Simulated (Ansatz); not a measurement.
## Hf in Ansatz: the effect of functional

The system is Hf, a sheet with vacuum.

```xyz
1
Lattice="2.7788 0.0000 0.0000 0.0000 2.7788 0.0000 0.0000 0.0000 23.8000" Properties=species:S:1:pos:R:3 pbc="T T T"
Hf    0.0000    0.0000    7.0001
```

The cell was built by a generator and needn't be a form met in nature.

Alike in all runs:

* Program: Ansatz 0.2.0
* Task: work function
* Potentials or basis: all-electron LAPW, scalar-relativistic
* Cutoff: 268 eV (chosen from the basis error)
* Basis error allowed: 0.002 eV/atom
* k mesh: 10 × 10 × 1
* Occupations: fermi-dirac, width 0.05 eV
* Spin: no spin polarisation

```tsv
functional	work function (eV)
PBE	4.28
LDA	4.49
PBEsol	?
```

Problem. What does the run with functional PBEsol give?

Solution. Work function 4.36 eV.
